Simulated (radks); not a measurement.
# Al⁴⁺ in [He] 2s2 2p5: an all-electron calculation

An exercise on one series of results from a longer session: the logs are not shown, and one member is left open.

Method: Dirac Kohn-Sham, PBE, spin-unpolarised, spherical densities, finite nucleus; open shells fill j = l - 1/2 first. Code: radks (a radial shooting solver on a logarithmic mesh, Libxc functionals) version 1.

## What is computed

| Item | Value |
| --- | --- |
| element | aluminium (Z = 13) |
| charge | +4 |
| electrons | 9 |
| configuration | [He] 2s2 2p5 |
| nuclear rms radius | 3.061 fm |

The first run:

Settings of this run:

```text
Z 13
configuration [He] 2s2 2p5 3s0 3p0 3d0
relativity Dirac
functional pbe,pbe
spin unpolarised
j_filling energy
nucleus finite rms 3.061 fm
c 137.035999084
```

One of the session's tables, all rows but one given; the rest of the session is left out.

It belongs to the step «Shells». Sizes of the orbitals, from the radial functions (bohr):

| level | <r> | outermost maximum (interpolated) | 90 % within | nodes |
| --- | --- | --- | --- | --- |
| 1s1/2 | 0.1201 | 0.0783 | 0.215 | 0 |
| 2s1/2 | 0.6035 | 0.488 | 0.947 | 1 |
| 2p1/2 | ? | ? | ? | ? |
| 2p3/2 | 0.5667 | 0.416 | 0.946 | 0 |
| 3s1/2 | 1.795 | 1.62 | 2.64 | 2 |

Estimate the missing values for 2p1/2.

**Answer.** <r>: 0.5648; outermost maximum (interpolated): 0.415; 90 % within: 0.943; nodes: 0. In the column «<r>» it lies between 1s1/2 (0.1201) and 2p3/2 (0.5667).

Caveats from the session: Spin polarisation and multiplet splitting are left out.
